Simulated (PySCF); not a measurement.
Runs of PySCF 2.14.0 on O2CGeH4. The cell holds a molecule in a box, 8 atoms: a = 14.000 Å, b = 12.000 Å, c = 12.000 Å, α = 90.00°, β = 90.00°, γ = 90.00°. 

```csv
task,level,frozen core bands,conv_tol,exxdiv,grid for exchange and correlation,three-body dispersion term,gap on the mesh (eV)
MP2 correlation energy,HF,12,1e-08 Ha,ewald,-,-,(a)
atomic charges,B97-D+D3(BJ),-,1e-07 Ha,-,"Becke, atom-centred",no,5.73
atomic charges,HSE03,-,1e-07 Ha,ewald,"Becke, atom-centred",-,7.73
atomic charges,revPBE+D3,-,1e-07 Ha,-,"Becke, atom-centred",no,5.64
```

Alike in all rows: potentials or basis pob-tzvp-rev2 (all-electron); no spin polarisation; cell as given; k mesh 1 × 1 × 1; smearing fixed.

Q: Estimate the missing entries.

A: (a) 17.47.

Caveats: this is a molecule in a periodic box at the Γ point, so its band gap is the HOMO-LUMO gap; relativity is left out, which matters for the heavier elements; the basis of atomic orbitals isn't converged, which shifts pressures, moduli and gaps; this basis is made for solids and lacks diffuse functions, so gaps of a molecule come out too wide by an eV or more; the basis is small and the box finite, so much correlation energy is missing and levels can be off by tenths of an eV (some runs); this program's HSE differs a little from the usual definition (some runs).

A k mesh can miss the band edges, and the runs leave out spin-orbit coupling on Ge.

Runs at the PBE level aren't shown here.
